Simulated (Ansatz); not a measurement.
# CrSSe: the cell at several levels of theory

Aim: relax CrSSe (Janus 1T monolayer) with PBE, r2SCAN, PBEsol, LDA and HSE06 and see how far the functionals disagree on the cell. This is a trial cell built on a prototype, not taken from a measured structure, and it needn't be the compound's ground state.

Program: Ansatz 0.2.0. PAW datasets, plane waves, zero pressure. These are computed values for a spin-unpolarised cell that may be hypothetical; none is a measurement.

2 further runs of the same task are left out: 2 for a known fault of the program. Runs told in other sessions of the task aren't counted.

## Step 1: Starting point

The sheet's in-plane cell has a = 3.698 Å, b = 3.698 Å (γ = 120.0°), and its outermost atoms lie 3.00 Å apart along the normal. Around Cr lie 3 S at 2.61 Å and 3 Se at 2.61 Å; around S lie 3 Cr at 2.61 Å; around Se lie 3 Cr at 2.61 Å.

The structure in full:

```
Cr S Se
1.0
     3.69754    0.00000    0.00000
    -1.84877    3.20216    0.00000
     0.00000    0.00000   18.00000
Cr S Se
1 1 1
Direct
  0.00000 0.00000 0.50000
  0.33333 0.66667 0.58347
  0.66667 0.33333 0.41653
```
The sheet repeats along a and b alone.

## Step 2: Relaxing with PBE

The input, input.yaml:

```yaml
crystal:
  lattice:
    - [3.69753587, 0.0, 0.0]
    - [-1.848767935, 3.2021599948, 0.0]
    - [0.0, 0.0, 18.0]
  atoms:
    - { symbol: Cr, position: [0.0, 0.0, 0.5] }
    - { symbol: S, position: [0.3333333333, 0.6666666667, 0.583469413] }
    - { symbol: Se, position: [0.6666666667, 0.3333333333, 0.416530587] }
  periodic: [true, true, false]
kpoints:
  mp_grid: { grid: [12, 12, 1] }
hamiltonian:
  xc: pbe
scf:
  occupations: { method: fermi_dirac, width: 0.02 }
relax:
  f_tol: 0.005
  cell: {}
```

The run is started by

```sh
> ansatz run input.yaml --threads 4 --pin off --max-ram 5529MiB --backend cpu --events-out ev --progress --plain --runs-dir out
```

The runs that follow: Relaxing with r2SCAN; PBEsol: cell and atoms; Relaxation with LDA; HSE06: cell and atoms.

What does the calculation give? Wanted: for each run, a; area; SCF geometries.

**Answer**, as computed:

```
 level  a (Å)  area (Å²/atom)  SCF geometries
   PBE  3.141           2.847               9
r2SCAN  3.155           2.873               4
PBEsol  3.070           2.720               6
   LDA  3.038           2.665               6
 HSE06  3.072           2.724               6
```

The first relaxation changed the area by -27.9 % from the start. LDA gives the smallest cell and r2SCAN the largest; they differ by 7.8 % in area, a mean of 3.8 % in length. LDA's area lies 6.4 % below PBE's. The meshes differ: PBE 12×12×1, r2SCAN 12×12×1, PBEsol 12×12×1, LDA 12×12×1, HSE06 6×6×1.
